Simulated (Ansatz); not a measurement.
# BaOs2: the cost of one run

Program: Ansatz 0.2.0. Level of theory: DFT PBE, scalar-relativistic, plane waves, PAW. These are calculated values, not measurements.

## Step 1: Starting point

It takes space group P6_3/mmc (No. 194, hexagonal). Conventional cell: a = 3.645 Å, b = 3.645 Å, c = 15.886 Å, α = 90.00°, β = 90.00°, γ = 120.00°. Around Ba (site symmetry -6m2) lie 6 Os at 3.64 Å and 6 Ba at 3.65 Å. Os (site symmetry 3m) has 9 Os at 2.91 to 3.65 Å and 3 Ba at 3.64 Å in its first shell of neighbours.

As a file:

```
Ba Os
1.0
     3.64532    0.00000    0.00000
    -1.82266    3.15694    0.00000
     0.00000    0.00000   15.88571
Ba Os
2 4
Cartesian
  0.0000 2.1046 11.9143
  1.8227 1.0523 3.9714
  1.8227 1.0523 14.8832
  0.0000 2.1046 1.0025
  0.0000 2.1046 6.9404
  1.8227 1.0523 8.9453
```

Recipe of the guess: close-packed layers stacked ABABAB|A (P6_3/mmc, No. 194). Lengths come from tabulated atomic sizes and are only a guess.

## Step 2: Probe: one point on a coarse mesh

input.yaml

```yaml
crystal:
  lattice:
    - [3.64532478, 0.0, 0.0]
    - [-1.82266239, 3.15694387, 0.0]
    - [0.0, 0.0, 15.88571428]
  atoms:
    - { symbol: Ba, position: [0.33333333, 0.66666667, 0.75] }
    - { symbol: Ba, position: [0.66666667, 0.33333333, 0.25] }
    - { symbol: Os, position: [0.66666667, 0.33333333, 0.93689523] }
    - { symbol: Os, position: [0.33333333, 0.66666667, 0.06310477] }
    - { symbol: Os, position: [0.33333333, 0.66666667, 0.43689523] }
    - { symbol: Os, position: [0.66666667, 0.33333333, 0.56310477] }
basis:
  ecutwfc: 420
kpoints:
  mp_grid: { grid: [6, 6, 1] }
hamiltonian:
  xc: pbe
scf:
  occupations: { method: gaussian, width: 0.1 }
  lower_state_search: "off"
output:
  forces: true
  stress: true
  eigenvalues: true
```

On the command line:

```bash
ansatz run input.yaml --threads 1 --pin off --max-ram 2560MiB --backend cpu --events-out ev --progress --plain --runs-dir out
```

**Question.** How long does this run take on 1 thread of Intel Xeon at 2.50GHz (Skylake/Cascade Lake), shared host, and how much memory does it need?

About 9.2 s, with a peak of 0.45 GiB.
